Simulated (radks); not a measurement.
**O⁻ held by a Watson sphere**

An exercise on one series of results from a longer session: the logs are not shown, and one member is left open.

Program: radks (a radial shooting solver on a logarithmic mesh, Libxc functionals) version 1. Level of theory: scalar-relativistic Kohn-Sham, LDA (Slater exchange, Perdew-Wang correlation), spin-polarised, spherical densities, finite nucleus; open shells are filled with parallel spins first. These are calculated values, not measurements, unless marked.

### What is computed

* element: oxygen (Z = 8)
* charge: -1
* electrons: 9
* configuration: [He] 2s2 2p5
* nuclear rms radius: 2.6991 fm

The outer shells:

O⁻
```
[He] core
2s [↑↓]
2p [↑↓][↑↓][↑ ]
```

Set-up of the first run:

The run's settings:

```text
Z 8
configuration [He] 2s2 2p5
relativity scalar-relativistic
functional lda,pw
spin polarised
nucleus finite rms 2.6991 fm
c 137.035999084
watson charge 1 radius 2.76 bohr
response adiabatic LDA kernel
```

Steps of the session up to this table: R = 2.76 bohr; R = 2.78 bohr; R = 3.07 bohr; R = 3.93 bohr; R = 3.94 bohr.

One table of the session follows, with a row left open; its other results are not shown here.

| R (bohr) | highest level (eV) | its <r> (bohr) | sum of <r²> (bohr²) | α (bohr³) |
| --- | --- | --- | --- | --- |
| 2.76 | -5.811 | 1.510 | 18.31 | 15.26 |
| 2.78 | -5.774 | 1.512 | 18.35 | 15.41 |
| 3.07 | ? | ? | ? | ? |
| 3.93 | -4.007 | 1.600 | 20.23 | 24.87 |
| 3.94 | -3.995 | 1.601 | 20.24 | 24.96 |

**Question.** Estimate the row for R (bohr) = 3.07.

Worked estimate for «highest level (eV)». A straight line through the neighbours (2.78, -5.774) and (3.93, -4.007) gives -5.774 + (-4.007 + 5.774) × (3.07 − 2.78) / (3.93 − 2.78) = -5.328; a parabola fitted to 4 rows on both sides gives -5.260.

As computed: highest level (eV): -5.255; its <r> (bohr): 1.538; sum of <r²> (bohr²): 18.90; α (bohr³): 17.61. In «highest level (eV)» the line misses by -0.073 and the parabola by -0.005.

A wider sphere makes a shallower well, so the ion swells.
